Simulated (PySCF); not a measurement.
**FH₅SeSi₂: electronic excitations and core binding energies**

What electronic excitations and core binding energies should FH₅SeSi₂ (`F[SiH2][Se][SiH3]`) show?

Programs: PySCF 2.14.0, with density-fitted response routines of our own. Each step states its level of theory. These are calculated values for one molecule in the gas phase, unless marked as measured. Atoms are numbered from 0 throughout.

## Step 1: Starting geometry

9 atoms, charge 0, multiplicity 1; geometry from: GFN2-xTB.

Bonds of the start (Å): F0–Si1 1.61, Si1–Se2 2.27, Se2–Si3 2.30, Si1–H4 1.45, Si1–H5 1.45, Si3–H6 1.46, Si3–H7 1.46, Si3–H8 1.46.

## Step 2: Ultraviolet spectrum: wB97X-D/def2-SVPD

What the job is given:

```
{"job": {"kind": "uv", "xc": "wB97X-D", "basis": "def2-SVPD", "nstates": 8, "ntriplets": 3}, "charge": 0, "multiplicity": 1}
F      1.300269     1.456748    -0.628942
Si     1.766838     0.030708    -0.050384
Se     0.084658    -1.455232    -0.357617
Si    -1.756548    -0.148733     0.069417
H      2.890890    -0.385626    -0.860712
H      2.006427     0.289827     1.357923
H     -1.741836     0.972809    -0.860484
H     -2.871268    -1.058008    -0.149154
H     -1.665868     0.303501     1.454772
```

Level: TDDFT wB97X-D/def2-SVPD, vertical, gas phase, core orbitals frozen in the response.

The log of the run:

```text
coarse grid: 37816 points
cycle   1  E = -3082.8957131700  dE = -8.279e-01  |g| = 5.544e-01  |ddm| = 3.291e+00
cycle   2  E = -3082.8969651352  dE = -1.252e-03  |g| = 6.374e-01  |ddm| = 1.163e+00
cycle   3  E = -3082.9624996441  dE = -6.553e-02  |g| = 5.687e-02  |ddm| = 4.558e-01
cycle   4  E = -3082.9632874094  dE = -7.878e-04  |g| = 1.546e-02  |ddm| = 1.187e-01
cycle   5  E = -3082.9633761097  dE = -8.870e-05  |g| = 6.980e-03  |ddm| = 4.805e-02
cycle   6  E = -3082.9633844713  dE = -8.362e-06  |g| = 1.084e-03  |ddm| = 1.287e-02
final grid: 75392 points
cycle   7  E = -3082.9632564114  dE = -1.135e-06  |g| = 1.104e-03  |ddm| = 6.551e-03
cycle   8  E = -3082.9632564988  dE = -8.738e-08  |g| = 1.136e-03  |ddm| = 2.131e-03
cycle   9  E = -3082.9632566778  dE = -1.790e-07  |g| = 1.210e-04  |ddm| = 8.631e-04
cycle  10  E = -3082.9632566850  dE = -7.204e-09  |g| = 7.491e-05  |ddm| = 2.877e-04
cycle  11  E = -3082.9632566873  dE = -2.303e-09  |g| = 1.035e-05  |ddm| = 1.858e-04
cycle  12  E = -3082.9632566873  dE = -8.185e-11  |g| = 2.548e-06  |ddm| = 3.120e-05
converged SCF energy = -3082.9632566873

Static polarisability (au): isotropic 81.496, principal 67.945 77.141 99.403

Singlet excitations
state   eV       nm        f      main configurations
  1   5.3437    232.0   0.01141   H->L 0.94
  2   5.9843    207.2   0.01803   H->L+1 0.61, H->L+2 0.28
  3   6.0851    203.8   0.01389   H->L+2 0.59, H->L+1 0.33
  4   6.7970    182.4   0.02261   H-1->L 0.54, H->L+4 0.20, H->L+3 0.09
  5   6.9728    177.8   0.04821   H-1->L 0.36, H->L+3 0.18, H->L+4 0.17
  6   7.1727    172.9   0.01637   H->L+4 0.38, H->L+3 0.37, H->L+5 0.09
  7   7.4613    166.2   0.01773   H->L+5 0.40, H->L+3 0.20, H->L+6 0.16
  8   7.5516    164.2   0.05543   H->L+6 0.41, H-1->L+1 0.39

Triplet excitations (Tamm-Dancoff, eV): 5.0373 5.6770 5.8545
```

It took 19 s on 1 thread, shared host.

Frontier orbitals and where they lie:

| orbital | eV | atoms |
| --- | --- | --- |
| HOMO−3 | -12.20 | Si1 25 %, H5 18 %, F0 16 % |
| HOMO−2 | -11.29 | Se2 40 %, Si3 19 %, Si1 17 % |
| HOMO−1 | -10.39 | Se2 63 %, Si3 11 %, Si1 10 % |
| HOMO | -8.94 | Se2 74 %, Si3 9 %, Si1 9 % |
| LUMO | 0.93 | Se2 29 %, Si3 22 %, Si1 20 % |
| LUMO+1 | 1.49 | Se2 32 %, Si1 20 %, Si3 19 % |
| LUMO+2 | 1.71 | Se2 40 %, Si1 20 %, Si3 14 % |

With each of the 8 states as a Gaussian band of 0.4 eV half-width at 1/e, the curve within the window shown has maxima at 205 nm (ε 1,300), 171 nm (ε 3,900) L/(mol cm). Beyond the last state computed it falls off for lack of states. The curve at chosen wavelengths:

(nm, ε (L/mol/cm)): (158, 1610), (162, 2922), (166, 3715), (170, 3909), (174, 3887), (179, 3541), (183, 2840), (187, 1992), (191, 1366), (195, 1130), (199, 1182), (203, 1300), (207, 1317), (212, 1149), (216, 948), (220, 775), (224, 661), (228, 592), (232, 538), (236, 474), (240, 395), (245, 286), (249, 205), (253, 137), (257, 87), (261, 52)

Ground-state properties from the same run:

| property | computed |
| --- | --- |
| dipole moment (D) | 0.85 |
| polarisability (Å³) | 12.08 |
| HOMO–LUMO gap (eV) | 9.88 |
| −ε(HOMO) (eV) | 8.94 |

## Step 3: X-ray photoelectron lines: SCAN, X2C

Settings changed since step 2:

```diff
@@ -1,2 +1,2 @@
-{"job": {"kind": "uv", "xc": "wB97X-D", "basis": "def2-SVPD", "nstates": 8, "ntriplets": 3}, "charge": 0, "multiplicity": 1}
+{"job": {"kind": "xps"}, "charge": 0, "multiplicity": 1}
 F      1.300269     1.456748    -0.628942
```

Method: delta-SCF UKS SCAN, pcX-2 on the ionised atom, pcseg-1 elsewhere, spin-free X2C.

The log of the run:

```text
ground state, core basis on atom 0 (F), 133 functions
  cycle   1  E = -3106.47640642  |g| = 6.62e-01
  cycle   2  E = -3106.30037157  |g| = 1.28e+00
  cycle   3  E = -3106.54857292  |g| = 9.89e-02
  cycle   4  E = -3106.55040876  |g| = 5.32e-02
  cycle   5  E = -3106.55125546  |g| = 7.33e-03
  cycle   6  E = -3106.55127052  |g| = 3.01e-03
  cycle   7  E = -3106.55127206  |g| = 8.26e-04
  cycle   8  E = -3106.55126829  |g| = 2.44e-04
  E(ground) = -3106.61937322 Eh
hole in F 1s of atom 0
  cycle   1  E = -3080.20523638  |g| = 2.58e+00
  cycle   2  E = -3079.93869749  |g| = 2.19e+00
  cycle   3  E = -3080.95990723  |g| = 4.76e-01
  cycle   4  E = -3080.96116080  |g| = 4.28e-01
  cycle   5  E = -3081.10068867  |g| = 4.59e-02
  cycle   6  E = -3081.10220649  |g| = 1.52e-02
  cycle   7  E = -3081.10238269  |g| = 5.69e-03
  cycle   8  E = -3081.10240911  |g| = 1.15e-03
  cycle   9  E = -3081.10240960  |g| = 4.10e-04
  E(ion) = -3081.17760922 Eh   <S^2> = 0.7567   hole on atom = 1.000   binding energy = 692.306 eV
ground state, core basis on atom 1 (Si), 144 functions
  cycle   1  E = -3106.60667749  |g| = 3.05e-01
  cycle   2  E = -3106.60369492  |g| = 1.75e-01
  cycle   3  E = -3106.60402741  |g| = 1.64e-01
  cycle   4  E = -3106.60829275  |g| = 1.20e-02
  cycle   5  E = -3106.60831674  |g| = 3.00e-03
  cycle   6  E = -3106.60831762  |g| = 4.28e-04
  E(ground) = -3106.63223446 Eh
hole in Si 1s of atom 1
  cycle   1  E = -3037.62552779  |g| = 4.35e+00
  cycle   2  E = -3036.60813823  |g| = 2.50e+00
  cycle   3  E = -3037.46825253  |g| = 1.24e+00
  cycle   4  E = -3038.59758332  |g| = 3.45e-01
  cycle   5  E = -3038.66984778  |g| = 1.39e-01
  cycle   6  E = -3038.68170258  |g| = 6.39e-02
  cycle   7  E = -3038.68327730  |g| = 2.48e-02
  cycle   8  E = -3038.68348681  |g| = 3.69e-03
  cycle   9  E = -3038.68349791  |g| = 1.44e-03
  cycle  10  E = -3038.68349991  |g| = 4.17e-04
  E(ion) = -3038.71639625 Eh   <S^2> = 0.7527   hole on atom = 1.000   binding energy = 1848.084 eV
hole in Si 2p of atom 1
  cycle   1  E = -3102.28681900  |g| = 1.24e+00
  cycle   2  E = -3101.39399456  |g| = 1.53e+00
  cycle   3  E = -3102.38625872  |g| = 5.30e-01
  cycle   4  E = -3102.59913315  |g| = 1.35e-01
  cycle   5  E = -3102.60890863  |g| = 6.96e-02
  cycle   6  E = -3102.61079937  |g| = 3.66e-02
  cycle   7  E = -3102.61129025  |g| = 5.43e-03
  cycle   8  E = -3102.61130714  |g| = 2.45e-03
  cycle   9  E = -3102.61131283  |g| = 5.23e-04
  cycle  10  E = -3102.61131403  |g| = 1.05e-04
  E(ion) = -3102.64701735 Eh   <S^2> = 0.7517   hole on atom = 1.003   binding energy = 108.443 eV
  2p3/2 = 108.182 eV   2p1/2 = 108.810 eV
ground state, core basis on atom 3 (Si), 144 functions
  cycle   1  E = -3106.59880048  |g| = 2.88e-01
  cycle   2  E = -3106.59881534  |g| = 4.69e-02
  cycle   3  E = -3106.59856126  |g| = 5.54e-02
  cycle   4  E = -3106.59911110  |g| = 1.21e-02
  cycle   5  E = -3106.59913170  |g| = 2.01e-03
  cycle   6  E = -3106.59913125  |g| = 3.28e-04
  E(ground) = -3106.62189754 Eh
hole in Si 1s of atom 3
  cycle   1  E = -3037.64701308  |g| = 4.35e+00
  cycle   2  E = -3037.40595281  |g| = 2.25e+00
  cycle   3  E = -3038.01455293  |g| = 9.40e-01
  cycle   4  E = -3038.59126582  |g| = 4.08e-01
  cycle   5  E = -3038.70501602  |g| = 1.28e-01
  cycle   6  E = -3038.71034730  |g| = 8.28e-02
  cycle   7  E = -3038.71264988  |g| = 1.62e-02
  cycle   8  E = -3038.71277538  |g| = 4.31e-03
  cycle   9  E = -3038.71278700  |g| = 1.73e-03
  cycle  10  E = -3038.71278841  |g| = 5.25e-04
  cycle  11  E = -3038.71278749  |g| = 3.62e-04
  E(ion) = -3038.74369658 Eh   <S^2> = 0.7530   hole on atom = 1.000   binding energy = 1847.060 eV
hole in Si 2p of atom 3
  cycle   1  E = -3102.30398005  |g| = 1.23e+00
  cycle   2  E = -3101.91940724  |g| = 1.26e+00
  cycle   3  E = -3102.50555730  |g| = 4.02e-01
  cycle   4  E = -3102.62416574  |g| = 1.28e-01
  cycle   5  E = -3102.63345441  |g| = 6.22e-02
  cycle   6  E = -3102.63498993  |g| = 1.87e-02
  cycle   7  E = -3102.63511699  |g| = 4.27e-03
  cycle   8  E = -3102.63512722  |g| = 1.93e-03
  cycle   9  E = -3102.63513129  |g| = 7.03e-04
  cycle  10  E = -3102.63513311  |g| = 3.65e-04
  E(ion) = -3102.66966582 Eh   <S^2> = 0.7542   hole on atom = 1.002   binding energy = 107.546 eV
  2p3/2 = 107.293 eV   2p1/2 = 107.918 eV
```

Run time: 30 s. Hardware: 1 thread, shared host.

The holes in one table. −ε is the ground-state orbital energy:

| hole | stands for | environment | ΔSCF (eV; 2p as the shell's mean) | −ε (eV) | ⟨S²⟩ |
| --- | --- | --- | --- | --- | --- |
| F1s on F0 | F0 | fluorine bonded to Si | 692.31 | 666.5 | 0.757 |
| Si1s on Si1 | Si1 | silicon bonded to F, Se, 2 H | 1848.08 | 1794.9 | 0.753 |
| Si2p on Si1 | Si1 | silicon bonded to F, Se, 2 H | 108.39 | 97.6 | 0.752 |
| Si1s on Si3 | Si3 | silicon bonded to Se, 3 H | 1847.06 | 1794.1 | 0.753 |
| Si2p on Si3 | Si3 | silicon bonded to Se, 3 H | 107.50 | 96.9 | 0.754 |

With the spin-orbit splitting: Si1 2p3/2 108.18, 2p1/2 108.81 eV; Si3 2p3/2 107.29, 2p1/2 107.92 eV. The table gives each 2p level as the mean over the whole 2p shell (two parts 2p3/2, one part 2p1/2), which differs a little from the single hole in the log.

## Step 4: Outcome

| quantity | value |
| --- | --- |
| lowest singlet (wB97X-D/def2-SVPD) | 5.34 eV (232 nm), f = 0.011 |
| brightest single state of those computed | state 8, 7.55 eV, f = 0.055 |
| lowest triplet | 5.04 eV |
| Si1s binding energies, SCAN/pcX-2 | Si1 1848.08, Si3 1847.06 eV |
| Si2p binding energies, SCAN/pcX-2 | Si1 108.39, Si3 107.50 eV |
| F1s binding energies, SCAN/pcX-2 | F0 692.31 eV |

**Reading.** The first singlet state (HOMO→LUMO 0.94) lies at 5.34 eV and is weak; of the 8 states computed, the strongest absorption comes from state 8 at 7.55 eV (the last computed, so partners may be missing). The lowest triplet lies 0.31 eV below the lowest singlet (triplets in Tamm-Dancoff, singlets in full TDDFT). Si1 (silicon bonded to F, Se, 2 H) binds its Si1s electron 1.02 eV more tightly than Si3 (silicon bonded to Se, 3 H). The Si2p levels kept as sound span 0.89 eV, from Si3 (silicon bonded to Se, 3 H) up to Si1 (silicon bonded to F, Se, 2 H).
